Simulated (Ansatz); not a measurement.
**CH₄F₂OZr: taking an electron away**

One table from this session's results is given with a row withheld; the runs are named, their logs left out.

Computed with Ansatz 0.2.0, Gaussian basis. Level: unrestricted cation, the program's frozen cores in correlated methods.

Plan: UKS PBE-D4/def2-TZVPP; UKS r2SCAN-D4/def2-TZVPP; UKS PBE0-D4/def2-TZVPP; UKS B3LYP-D4/def2-TZVPP; UKS wB97X-V/def2-TZVPP; UKS wB97M-V/def2-TZVPP; UKS B2PLYP/def2-TZVPP; UHF-CCSD(T)/def2-TZVPP; UHF-MP2/def2-QZVPP; extrapolation to the limit; then −ε(HOMO) from the neutral's earlier runs with LDA (SPW92), PBE-D4, revPBE-D4, BLYP-D4, r2SCAN-D4, B97M-V, PBE0-D4, B3LYP-D4, r2SCANh-D4, r2SCAN0-D4, HSE06-D4, BHLYP-D4, CAM-B3LYP-D4, LC-ωPBE, ωB97X-V, ωB97M-V.

## The geometry

The geometry comes from an earlier relaxation with PBE0-D4 in a triple-zeta def2 set; it is a stationary point, not always the lowest conformer. Zr takes the def2 core potential; no spin-orbit term is included.

SMILES `[CH3][Zr]([OH])([F])[F]`, 9 atoms, charge 0, spin multiplicity 1.

Atoms are counted from 1 here; the program's logs count them from 0.

Bond lengths: C1–Zr2 2.214 Å, C1–H6 1.096 Å, C1–H7 1.096 Å, C1–H8 1.096 Å, Zr2–O3 1.905 Å, Zr2–F4 1.908 Å, Zr2–F5 1.908 Å, O3–H9 0.953 Å. Angles: Zr2–C1–H6 111.3°, Zr2–C1–H7 111.3°, Zr2–C1–H8 110.7°, H6–C1–H7 107.7°, H6–C1–H8 107.8°, H7–C1–H8 107.8°, C1–Zr2–O3 105.7°, C1–Zr2–F4 106.6°, C1–Zr2–F5 106.6°, O3–Zr2–F4 112.7°, O3–Zr2–F5 112.7°, F4–Zr2–F5 111.9°, Zr2–O3–H9 169.8°.

As a file:

```
C    -1.3976   -0.0414   -0.1989
Zr    0.7947    0.2517   -0.2968
O     1.4945   -0.5514    1.2831
F     1.3893   -0.6145   -1.8898
F     1.0899    2.1360   -0.3594
H    -1.8238    0.4327    0.6922
H    -1.6561   -1.1056   -0.1659
H    -1.8866    0.3955   -1.0776
H     1.9957   -0.9029    2.0132
```

Set-up of the first run:

in.yaml

```yaml
crystal:
  periodic: [false, false, false]
  atoms:
    - {symbol: C, position_ang: [-1.397567, -0.041404, -0.198907]}
    - {symbol: Zr, position_ang: [0.794684, 0.251669, -0.296786]}
    - {symbol: O, position_ang: [1.494526, -0.551354, 1.283108]}
    - {symbol: F, position_ang: [1.389290, -0.614532, -1.889788]}
    - {symbol: F, position_ang: [1.089864, 2.135965, -0.359377]}
    - {symbol: H, position_ang: [-1.823809, 0.432692, 0.692159]}
    - {symbol: H, position_ang: [-1.656082, -1.105639, -0.165946]}
    - {symbol: H, position_ang: [-1.886609, 0.395463, -1.077634]}
    - {symbol: H, position_ang: [1.995702, -0.902859, 2.013161]}
basis:
  gaussian: {orbitals: def2-TZVPP}
total_charge: 1
magnetization: {spin_polarized: true, initial_magnetization: 1}
hamiltonian: {xc: pbe, dispersion: d4}
```

The run is started by

```bash
$ ansatz run in.yaml --threads 2 --pin off --events-out ev --progress --plain --max-ram 22528MiB --backend cpu
```

Among the steps run: Cation, UKS PBE-D4/def2-TZVPP; Cation, UKS r2SCAN-D4/def2-TZVPP; Cation, UKS PBE0-D4/def2-TZVPP; Cation, UKS B3LYP-D4/def2-TZVPP; Cation, UKS wB97X-V/def2-TZVPP; Cation, UKS wB97M-V/def2-TZVPP; Cation, UKS B2PLYP (frozen core)/def2-TZVPP; Cation, UHF-CCSD(T)/def2-TZVPP; Cation, UHF-MP2/def2-QZVPP.

One table of the session follows, with a row left open; its other results are not shown here.

For comparison, −ε(HOMO) of the neutral from earlier runs:

| functional | −ε(HOMO) (eV) |
| --- | --- |
| LDA (SPW92) | 6.73 |
| PBE-D4 | 6.56 |
| revPBE-D4 | 6.49 |
| BLYP-D4 | 6.44 |
| r2SCAN-D4 | 6.84 |
| B97M-V | 6.90 |
| PBE0-D4 | ? |
| B3LYP-D4 | 7.69 |
| r2SCANh-D4 | 7.34 |
| r2SCAN0-D4 | 8.10 |
| HSE06-D4 | 7.51 |
| BHLYP-D4 | 9.16 |
| CAM-B3LYP-D4 | 9.31 |
| LC-ωPBE | 10.67 |
| ωB97X-V | 10.31 |
| ωB97M-V | 10.18 |

Estimate the missing values for PBE0-D4.

**Answer.** −ε(HOMO) (eV): 7.92. In the column «−ε(HOMO) (eV)» it lies between B3LYP-D4 (7.69) and r2SCAN0-D4 (8.10).

To keep in mind: The cation may have settled in a state other than its lowest; no search over hole states beyond the program's own was made.
